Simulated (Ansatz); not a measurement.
Crystal: K3Pd.

```
Pd K
1.0
     5.44501    0.00000    0.00000
     0.00000    5.44501    0.00000
     0.00000    0.00000    5.44501
Pd K
1 3
Direct
  0.00000 0.00000 0.00000
  0.00000 0.50000 0.50000
  0.50000 0.00000 0.50000
  0.50000 0.50000 0.00000
```

The cell comes from a database or a generator and needn't be the stable form of this composition.

* Program: Ansatz 0.2.0
* Task: single point
* Functional: PBE
* Potentials or basis: Ansatz PAW
* Cutoff: 420 eV (not typed: the program's choice for these potentials)
* k mesh: 5 × 5 × 5
* Occupations: fermi-dirac, width 0.05 eV
* Spin: no spin polarisation

On this cell: pressure 0.0 GPa; largest force zero by symmetry; band gap on the k mesh none (metal or under the smearing width).

The same run follows on a disturbed copy (atoms moved at random, drawn with an rms of 0.05 Å):

```xyz
4
Lattice="5.4450 0.0000 0.0000 0.0000 5.4450 0.0000 0.0000 0.0000 5.4450" Properties=species:S:1:pos:R:3 pbc="T T T"
Pd    0.0072   -0.0324    0.0001
K    -0.0406    2.7123    2.7853
K     2.7124   -0.0209    2.6816
K     2.6786    2.7248   -0.0178
```

What does the disturbed cell give?

The energy (extrapolated to zero smearing) moves by +0.4 meV/atom; pressure 0.0 GPa; largest force 0.048 eV/Å; band gap on the k mesh none (metal or under the smearing width).

Forces on the atoms (eV/Å):
```
Pd  -0.008  0.000 -0.006
K    0.032 -0.009 -0.031
K   -0.015  0.021 -0.009
K   -0.008 -0.011  0.045
```
